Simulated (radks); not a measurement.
**The Coulomb parameter U of the 4d shell of Ru⁺**

An exercise on one series of results from a longer session: the logs are not shown, and one member is left open.

Program: radks (a radial shooting solver on a logarithmic mesh, Libxc functionals) version 1. Level of theory: Dirac Kohn-Sham, PBE, spin-unpolarised, spherical densities, point nucleus; open shells are shared between the two j in proportion to 2j + 1. These are calculated values, not measurements, unless marked.

## The system

```
element       : ruthenium (Z = 44)
charge        : +1
electrons     : 43
configuration : [Kr] 4d6 5s1
```

Outer shells as boxes (Hund's rule):

Ru⁺
```
[Kr] core
4d [↑↓][↑ ][↑ ][↑ ][↑ ]
5s [↑ ]
```

Set-up of the first run:

Settings of this run:

```text
Z 44
configuration [Kr] 4d6 5s1
relativity Dirac
functional pbe,pbe
spin unpolarised
j_filling average
nucleus point
c 137.035999084
```

Among the steps run: Start: [Kr] 4d6 5s1.

One of the session's tables, all rows but one given; the rest of the session is left out.

It belongs to the step «Start: [Kr] 4d6 5s1». Radial moments (bohr):

```
level     <r>  outermost maximum (interpolated)  90 % within  nodes
3d3/2  0.3821                             0.300        0.608      0
3d5/2  0.3856                             0.302        0.613      0
4s1/2   1.016                             0.914         1.48      3
4p1/2       ?                                 ?            ?      ?
4p3/2   1.131                             0.989         1.67      2
4d3/2   1.556                              1.19         2.48      1
4d5/2   1.575                              1.20         2.52      1
5s1/2   2.942                              2.53         4.33      4
```

**Question.** Estimate the row for 4p1/2.

The run gave: <r>: 1.101; outermost maximum (interpolated): 0.965; 90 % within: 1.63; nodes: 2. In the column «<r>» it lies between 4s1/2 (1.016) and 4p3/2 (1.131).
